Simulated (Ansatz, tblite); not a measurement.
# GeHMe2(NCO) (C₃H₇GeNO): a ladder of methods and basis sets

One table from this session's results is given with a row withheld; the runs are named, their logs left out.

Program: Ansatz 0.2.0, Gaussian basis. Level of theory: as each input shows. These are calculated values, not measurements.

Plan: GFN1-xTB, GFN2-xTB, PBE-D4/def2-TZVP, r2SCAN-D4/def2-TZVP, CAM-B3LYP-D4/def2-TZVP, HSE06-D4/def2-TZVP, B2PLYP/def2-TZVP, PBE-D4/def2-SVP, PBE0-D4/def2-SVP, HF/STO-3G, HF/6-31G, B3LYP-D4/6-31G, CCSD(T)/def2-SVP, MP2/def2-TZVP, RPA/def2-TZVP.

2 further runs of the same task are left out: 2 set aside as unsound or not needed.

## The structure

The singlet was relaxed beforehand with PBE-D4/def2-SVP.

13 atoms, charge 0, spin multiplicity 1.

Bond lengths: Ge1–H2 1.551 Å, Ge1–C3 1.959 Å, Ge1–C7 1.959 Å, Ge1–N11 1.853 Å, C3–H4 1.108 Å, C3–H5 1.108 Å, C3–H6 1.107 Å, C7–H8 1.107 Å, C7–H9 1.108 Å, C7–H10 1.108 Å, N11–C12 1.212 Å, C12–O13 1.187 Å. Angles: H2–Ge1–C3 111.9°, H2–Ge1–C7 111.9°, H2–Ge1–N11 104.6°, C3–Ge1–C7 113.0°, C3–Ge1–N11 107.4°, C7–Ge1–N11 107.4°, Ge1–C3–H4 110.1°, Ge1–C3–H5 110.1°, Ge1–C3–H6 110.2°, H4–C3–H5 108.8°, H4–C3–H6 108.8°, H5–C3–H6 108.8°, Ge1–C7–H8 110.2°, Ge1–C7–H9 110.1°, Ge1–C7–H10 110.1°, H8–C7–H9 108.8°, H8–C7–H10 108.8°, H9–C7–H10 108.8° and more.

PBE0-D4/def2-TZVP was run before; its log isn't repeated, and its numbers join the tables.

The first run:

Tight binding, by tblite at 300 K electronic temperature and without a spin-polarisation term:

```python
tblite.interface.Calculator('GFN1-xTB', numbers, positions, charge=0, uhf=0).singlepoint()
```

Tight binding, by tblite at 300 K electronic temperature and without a spin-polarisation term:

```python
tblite.interface.Calculator('GFN2-xTB', numbers, positions, charge=0, uhf=0).singlepoint()
```

start.molden holds the orbitals of an earlier run on this state, given as this run's starting guess.

The input, in.yaml:

```yaml
crystal:
  periodic: [false, false, false]
  atoms:
    - {symbol: Ge, position_ang: [0.041044, 0.058913, 0.683694]}
    - {symbol: H, position_ang: [0.061855, 0.069601, 2.234165]}
    - {symbol: C, position_ang: [1.842945, -0.086053, -0.071127]}
    - {symbol: H, position_ang: [2.449702, 0.795299, 0.217381]}
    - {symbol: H, position_ang: [1.789346, -0.135384, -1.176240]}
    - {symbol: H, position_ang: [2.342655, -1.000108, 0.303170]}
    - {symbol: C, position_ang: [-0.973377, 1.568190, -0.044761]}
    - {symbol: H, position_ang: [-2.009435, 1.557101, 0.344807]}
    - {symbol: H, position_ang: [-1.006730, 1.505704, -1.150007]}
    - {symbol: H, position_ang: [-0.494395, 2.524965, 0.243913]}
    - {symbol: N, position_ang: [-0.872963, -1.490057, 0.238564]}
    - {symbol: C, position_ang: [-1.344125, -2.279343, -0.551236]}
    - {symbol: O, position_ang: [-1.826510, -3.088837, -1.272334]}
basis:
  gaussian: {orbitals: def2-TZVP, initial_orbitals: start.molden}
hamiltonian: {xc: pbe, dispersion: d4}
scf: {omitted_lower_state_checks: [starts]}
output: {orbitals: {seedname: orbitals}}
```

Command:

```console
$ ansatz run in.yaml --threads 2 --pin off --events-out ev --progress --plain --max-ram 32768MiB --backend cpu
```

Steps of the session up to this table: PBE-D4/def2-TZVP; r2SCAN-D4/def2-TZVP; CAM-B3LYP-D4/def2-TZVP; HSE06-D4/def2-TZVP; B2PLYP/def2-TZVP; PBE-D4/def2-SVP; PBE0-D4/def2-SVP; HF/STO-3G; HF/6-31G; B3LYP-D4/6-31G; CCSD(T)/def2-SVP; MP2/def2-TZVP; RPA/def2-TZVP.

One table of the session follows, with a row left open; its other results are not shown here.

| method | binding an atom (eV) |
| --- | --- |
| HF/STO-3G | 3.448 |
| HF/6-31G | 2.661 |
| HF/def2-SVP | 2.952 |
| HF/def2-TZVP | 2.913 |
| PBE-D4/def2-SVP | 4.267 |
| PBE-D4/def2-TZVP | 4.233 |
| r2SCAN-D4/def2-TZVP | 4.130 |
| B3LYP-D4/6-31G | 3.979 |
| PBE0-D4/def2-SVP | 4.164 |
| PBE0-D4/def2-TZVP | 4.130 |
| HSE06-D4/def2-TZVP | 4.133 |
| CAM-B3LYP-D4/def2-TZVP | 4.128 |
| MP2/def2-SVP | 3.978 |
| MP2/def2-TZVP | ? |
| CCSD/def2-SVP | 3.849 |
| CCSD(T)/def2-SVP | 3.906 |

Q: Estimate the row for MP2/def2-TZVP from the others.

**Answer.** binding an atom (eV): 4.060. In the column «binding an atom (eV)» it lies between B3LYP-D4/6-31G (3.979) and CAM-B3LYP-D4/def2-TZVP (4.128).

Some runs used a GPU and others CPU threads alone, so the times don't compare the methods' cost.

Limits of these values: Free atoms were run apart at each level; binding is atoms less cluster, divided by the number of atoms, without zero-point or spin-orbit terms. The yardstick is in a double-zeta basis, so levels in larger sets aren't compared like for like. CCSD(T)/def2-SVP isn't at the basis-set limit; small misses against it rank nothing.
